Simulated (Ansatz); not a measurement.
**CH₂BBrO₃: basis-set convergence**

The task here is to estimate one member of a computed series from the others.

Program: Ansatz 0.2.0, Gaussian basis. Level of theory: one geometry, several basis sets. These are calculated values, not measurements.

Levels to be run: PBE0-D4/def2-SVP; ωB97M-V/def2-SVP; PBE0-D4/def2-QZVPP; ωB97M-V/def2-QZVPP; the functionals' def2-TZVPP values are taken from earlier runs.

## The geometry

An earlier PBE0-D4 in a triple-zeta def2 set relaxation fixed the geometry.

SMILES `OB1OC(Br)O1`, 8 atoms, charge 0, spin multiplicity 1.

Atoms are counted from 1 here; the program's logs count them from 0.

Bond lengths: O1–B2 1.333 Å, O1–H7 0.960 Å, B2–O3 1.392 Å, B2–O6 1.397 Å, O3–C4 1.404 Å, C4–Br5 1.936 Å, C4–O6 1.408 Å, C4–H8 1.089 Å. Angles: B2–O1–H7 114.3°, O1–B2–O3 129.8°, O1–B2–O6 133.1°, O3–B2–O6 97.1°, B2–O3–C4 83.6°, O3–C4–Br5 113.2°, O3–C4–O6 96.0°, O3–C4–H8 113.9°, Br5–C4–O6 113.0°, Br5–C4–H8 107.0°, O6–C4–H8 113.8°, B2–O6–C4 83.3°.

Coordinates:

```
O    -0.7816   -1.8743   -0.5816
B    -0.2489   -0.6920   -0.2710
O     1.0282   -0.1974   -0.5179
C     0.5284    0.9614    0.0982
Br    1.4881    1.4411    1.7092
O    -0.7567    0.4477    0.3567
H    -1.6943   -1.9827   -0.3035
H     0.5288    1.8390   -0.5457
```

The first run:

Input file in.yaml:

```yaml
crystal:
  periodic: [false, false, false]
  atoms:
    - {symbol: O, position_ang: [-0.781551, -1.874320, -0.581637]}
    - {symbol: B, position_ang: [-0.248880, -0.692029, -0.271015]}
    - {symbol: O, position_ang: [1.028232, -0.197430, -0.517863]}
    - {symbol: C, position_ang: [0.528449, 0.961364, 0.098177]}
    - {symbol: Br, position_ang: [1.488134, 1.441054, 1.709172]}
    - {symbol: O, position_ang: [-0.756746, 0.447723, 0.356713]}
    - {symbol: H, position_ang: [-1.694292, -1.982682, -0.303501]}
    - {symbol: H, position_ang: [0.528755, 1.839019, -0.545745]}
basis:
  gaussian: {orbitals: def2-SVP}
hamiltonian: {xc: pbe0, dispersion: d4}
output: {orbitals: {seedname: orbitals}}
```

Steps of the session up to this table: PBE0-D4 in def2-SVP; ωB97M-V in def2-SVP; PBE0-D4 in def2-QZVPP; ωB97M-V in def2-QZVPP.

One table of the session follows, with a row left open; its other results are not shown here.

| functional | basis | HOMO (eV) | LUMO (eV) |
| --- | --- | --- | --- |
| PBE0-D4 | def2-SVP | -8.31 | 0.08 |
| PBE0-D4 | def2-TZVPP | -8.44 | -0.20 |
| PBE0-D4 | def2-QZVPP | -8.47 | -0.32 |
| ωB97M-V | def2-SVP | -10.57 | 2.28 |
| ωB97M-V | def2-TZVPP | -10.73 | 1.70 |
| ωB97M-V | def2-QZVPP | ? | ? |

Estimate the missing values for ωB97M-V, def2-QZVPP.

**Answer.** HOMO (eV): -10.76; LUMO (eV): 1.20. In the column «HOMO (eV)» it is the lowest.
